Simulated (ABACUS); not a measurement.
The system is DyAgB4F16.

```
Dy Ag B F
1.0
     5.40539   -0.12478   -0.02960
     0.15132    6.87214    0.16225
     0.52959    1.25889    9.42097
Dy Ag B F
1 1 4 16
Direct
  0.51926 0.02752 0.47238
  0.00308 0.96247 0.98684
  0.98119 0.21513 0.31959
  0.55178 0.22688 0.79930
  0.47337 0.81347 0.22481
  0.99486 0.73882 0.66272
  0.19674 0.24063 0.39809
  0.91781 0.00730 0.35012
  0.01586 0.28058 0.17896
  0.77162 0.30239 0.38449
  0.47614 0.41013 0.81522
  0.80733 0.19785 0.81155
  0.42093 0.07423 0.88754
  0.50163 0.19842 0.64733
  0.25481 0.75420 0.17645
  0.46718 0.02640 0.22928
  0.49267 0.73816 0.37648
  0.68047 0.76644 0.14835
  0.00443 0.57478 0.60200
  0.19811 0.87672 0.59928
  0.00419 0.71679 0.80764
  0.76655 0.85071 0.62158
```

The cell was built by a generator and needn't be a form met in nature.

Base run:

- Program: ABACUS 3.10.1
- Functional: PBE
- Potentials or basis: PseudoDojo NC SR 0.4.1 PBE standard, lanthanides 3+ (f in core)
- Cutoff: 1361 eV
- Density cutoff: 5442 eV
- Basis: TZDP LCAO (the cutoffs set its grid)
- k mesh: 4 × 3 × 2
- Occupations: fermi-dirac, width 0.05 eV
- Spin: no spin polarisation

Its results: band gap on the k mesh 4.17 eV, indirect (least direct gap 4.19 eV); largest force 0.254 eV/Å.

Q: The run is repeated on the same cell with these changes: basis from TZDP LCAO (the cutoffs set its grid) to DZP LCAO (the cutoffs set its grid). What comes out?

A: Band gap on the k mesh 4.35 eV, indirect (least direct gap 4.37 eV); largest force 0.963 eV/Å.

Caveats: the atomic orbitals were generated for these runs and aren't a published set; spin-orbit coupling is left out, which moves the levels of the heavy elements; an odd mesh through Γ misses points on the zone boundary, where band edges often lie; the 4f electrons are frozen in the core as for a trivalent ion, so they carry no moment and show no levels; the basis of atomic orbitals isn't converged, which shifts pressures, moduli and gaps.
